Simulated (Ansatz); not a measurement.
**Sr3MgO4: the band gap up the ladder of functionals**

The task here is to estimate one member of a computed series from the others.

The runs shown are made with Ansatz 0.2.0. PAW datasets, plane waves. Simulation only: spin-unpolarised, and no claim that this is the phase found in nature.

## The cell

The cell was relaxed beforehand with r2SCAN.

The symmetry is I4/mmm (No. 139, tetragonal); a = 5.010 Å, c = 9.827 Å in the conventional setting, 15.42 Å³ an atom. Mg has 6 O at 2.12–2.50 Å; O has 1 Mg at 2.12 Å and 5 Sr at 2.53–2.79 Å; Sr has 6 O at 2.46–2.53 Å; O has 4 Sr at 2.46–2.50 Å and 2 Mg at 2.50 Å; Sr has 6 O at 2.50–2.79 Å.

As a file:

```
Mg O Sr
1.0
    -2.50496    2.50496    4.91374
     2.50496   -2.50496    4.91374
     2.50496    2.50496   -4.91374
Mg O Sr
1 4 3
Cartesian
  0.0000 0.0000 0.0000
  0.0000 0.0000 7.7064
  2.5050 0.0000 0.0000
  0.0000 0.0000 2.1211
  0.0000 2.5050 0.0000
  2.5050 0.0000 2.4569
  0.0000 0.0000 4.9137
  0.0000 2.5050 2.4569
```

Set-up of the first run:

input.yaml reads:

```yaml
crystal:
  lattice:
    - [-2.504960692, 2.504960692, 4.9137389922]
    - [2.504960692, -2.504960692, 4.9137389922]
    - [2.504960692, 2.504960692, -4.9137389922]
  atoms:
    - { symbol: Mg, position: [0.0, 0.0, 0.0] }
    - { symbol: O, position: [0.7841691297, 0.7841691297, 0.0] }
    - { symbol: Sr, position: [0.25, 0.75, 0.5] }
    - { symbol: O, position: [0.0, 0.5, 0.5] }
    - { symbol: Sr, position: [0.5, 0.5, 0.0] }
    - { symbol: O, position: [0.2158308703, 0.2158308703, 0.0] }
    - { symbol: Sr, position: [0.75, 0.25, 0.5] }
    - { symbol: O, position: [0.5, 0.0, 0.5] }
kpoints:
  mp_grid: { grid: [8, 8, 8] }
  band_path:
    path:
      - [[0.0, 0.0, 0.0], [-7.793841626327e-19, 7.793841626327e-19, 0.5], [0.25, 0.25, 0.25], [-2.813129315334e-17, 0.5, 2.813129315334e-17], [0.0, 0.0, 0.0], [0.5, 0.5, -0.5], [0.3149707187713, 0.6850292812287, -0.3149707187713]]
      - [[-0.3149707187713, 0.3149707187713, 0.3149707187713], [0.0, 0.0, 0.0]]
      - [[-7.793841626327e-19, 7.793841626327e-19, 0.5], [-0.1299414375425, 0.1299414375425, 0.5]]
      - [[0.5, 0.5, -0.1299414375425], [0.5, 0.5, -0.5]]
    npoints: 10
hamiltonian:
  xc: pbe
scf:
  occupations: { method: fermi_dirac, width: 0.02 }
  n_extra_bands: 6
output:
  forces: true
  stress: true
  eigenvalues: true
```

On the command line:

```bash
$ ansatz run input.yaml --threads 2 --pin off --max-ram 20275MiB --backend cpu --events-out ev --progress --plain --runs-dir out
```

Steps of the session up to this table: PBE band path; Single point with r2SCAN; Single point with HSE06; Single point with PBE+SOC; PBE0 at the same geometry.

One table of the session follows, with a row left open; its other results are not shown here.

| level | gap (eV) |
| --- | --- |
| PBE | ? |
| r2SCAN | 3.88 |
| HSE06 | 4.74 |
| PBE+SOC | 3.17 |
| PBE0 | 5.46 |

Estimate the missing values for PBE.

**Answer.** gap (eV): 3.18. In the column «gap (eV)» it lies between PBE+SOC (3.17) and r2SCAN (3.88).

Meshes: PBE 8×8×8, r2SCAN 8×8×8, HSE06 4×4×4, PBE+SOC 8×8×8, PBE0 4×4×4

In words: The gap runs from 3.17 eV (PBE+SOC) to 5.46 eV (PBE0). PBE reaches 67 % of the HSE06 value, and r2SCAN 82 %. PBE0 lies 0.72 eV above HSE06, which differs from it by screening the long-range exchange.

Limits of these values: Warnings in the runs' records: stress scf threshold loose, stress exchange threshold loose.
